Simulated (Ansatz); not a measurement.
**CoF (quintet): from Hartree-Fock to the top rungs, def2-TZVPP**

One table from this session's results is given with a row withheld; the runs are named, their logs left out.

The runs use Ansatz 0.2.0, Gaussian basis; def2-TZVPP, core rule «outside noble gas», up to 10 orbitals frozen.

The runs, in order: UHF; ROHF; CCSD(T) on UHF.

2 further runs of the same task are left out: 2 set aside as unsound or not needed.

### The geometry

The geometry is a PBE0/def2-TZVP stationary point (not a proven minimum) of the parent state, kept for this charge and spin.

2 atoms, charge 0, spin multiplicity 5.

Atoms are counted from 1 here; the program's logs count them from 0.

Bond lengths: Co1–F2 1.746 Å.

Set-up of the first run:

Contents of in.yaml:

```yaml
crystal:
  periodic: [false, false, false]
  atoms:
    - {symbol: Co, position_ang: [0.000000, 0.000000, 0.000000]}
    - {symbol: F, position_ang: [0.000000, 0.000000, 1.746400]}
basis:
  gaussian: {orbitals: def2-TZVPP}
magnetization: {spin_polarized: true, initial_magnetization: 4}
hamiltonian: {xc: hf}
output: {orbitals: {seedname: orbitals}}
```

The run is started by

```sh
$ ansatz run in.yaml --threads 1 --pin off --events-out ev --progress --plain --max-ram 4096MiB --backend cpu
```

Steps of the session up to this table: UHF; ROHF; CCSD(T) on UHF.

One of the session's tables, all rows but one given; the rest of the session is left out.

It belongs to the step «Misses and costs». 

```
  method  from UCCSD(T) (meV)
    ROHF                    ?
     UHF             +13709.8
    UMP2               +337.0
   UCCSD               +398.5
UCCSD(T)                    0
```

Estimate the missing values for ROHF.

The run gave: from UCCSD(T) (meV): +13912.5. In the column «from UCCSD(T) (meV)» it is the highest.
